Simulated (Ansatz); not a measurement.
# SiGeH3 (doublet): from Hartree-Fock to the top rungs, cc-pVTZ

Aim: climb from Hartree-Fock through coupled cluster and multireference methods for SiGeH3 (doublet) at one geometry and basis, and see what each rung misses.

Method: cc-pVTZ, correlated electrons: outside noble gas; program: Ansatz 0.2.0, Gaussian basis.

Plan: UHF; CCSD(T) on ROHF; CCSD(T) on UHF; BCCD(T) on ROHF; CCSDT(Q) on ROHF; CCSDT(Q) on UHF; CASSCF and NEVPT2, 11 electrons in 11 orbitals.

## 1. What is computed

The geometry is a PBE0/def2-TZVP stationary point (not a proven minimum). No spin-orbit coupling is included. The filled d shell of Ge may be among the frozen orbitals whatever the setting's name suggests; the logs give the count.

5 atoms, charge 0, spin multiplicity 2.

Atoms are counted from 1 here; the program's logs count them from 0.

Bond lengths: Si1–Ge2 2.352 Å, Si1–H3 1.492 Å, Si1–H4 1.492 Å, Ge2–H5 1.595 Å. Angles: Ge2–Si1–H3 129.6°, Ge2–Si1–H4 123.5°, H3–Si1–H4 106.9°, Si1–Ge2–H5 86.6°.

In the tables R marks a restricted open-shell determinant and U an unrestricted one; 'valence' is the active space of 11 electrons in 11 orbitals; correlation energies count from the lowest restricted Hartree-Fock solution.

## 2. UHF

Contents of in.yaml:

```yaml
crystal:
  periodic: [false, false, false]
  atoms:
    - {symbol: Si, position_ang: [0.000000, 0.018056, 1.651607]}
    - {symbol: Ge, position_ang: [0.000000, -0.028376, -0.700224]}
    - {symbol: H, position_ang: [0.000000, 1.185718, 2.580640]}
    - {symbol: H, position_ang: [0.000000, -1.209392, 2.499223]}
    - {symbol: H, position_ang: [0.000000, 1.565561, -0.637062]}
basis:
  gaussian: {orbitals: cc-pVTZ}
magnetization: {spin_polarized: true, initial_magnetization: 1}
hamiltonian: {xc: hf}
output: {orbitals: {seedname: orbitals}}
```

Launch:

```console
$ ansatz run in.yaml --threads 1 --pin off --events-out ev --progress --plain --max-ram 2816MiB --backend cpu
```

Further steps of the session: CCSD(T) on ROHF; CCSD(T) on UHF; BCCD(T) on ROHF; CCSDT(Q) on ROHF; CCSDT(Q) on UHF; CASSCF and NEVPT2, 11 electrons in 11 orbitals.

Q: Predict the results of all the runs planned. Wanted: correlation energy, UCCSDT(Q); RMP2 from UCCSDT(Q); UMP2 from UCCSDT(Q); RCCSD from UCCSDT(Q); RCCSD(T) from UCCSDT(Q); UCCSD(T) from UCCSDT(Q); RCCSDT(Q) from UCCSDT(Q); NEVPT2 valence from UCCSDT(Q); T1 diagnostic.

The runs gave:

| quantity | value |
| --- | --- |
| correlation energy, UCCSDT(Q) | -7.0941 eV |
| RMP2 from UCCSDT(Q) | +1375.4 meV |
| UMP2 from UCCSDT(Q) | +1404.4 meV |
| RCCSD from UCCSDT(Q) | +331.1 meV |
| RCCSD(T) from UCCSDT(Q) | +57.8 meV |
| UCCSD(T) from UCCSDT(Q) | +58.5 meV |
| RCCSDT(Q) from UCCSDT(Q) | +1.2 meV |
| NEVPT2 valence from UCCSDT(Q) | +1314.5 meV |
| levels of the table within 1 kcal/mol (43 meV) | RCCSDT, UCCSDT, RCCSDT(Q) |
| T1 diagnostic | 0.019 |
| effectively unpaired electrons | 1.05 |

**Reading.** RCCSD(T) lands +57.8 meV from the yardstick (0.8 % of the correlation energy). One determinant dominates. These misses are within one basis, not against nature; the frozen cores of restricted and unrestricted runs differ, which can shift their rows.
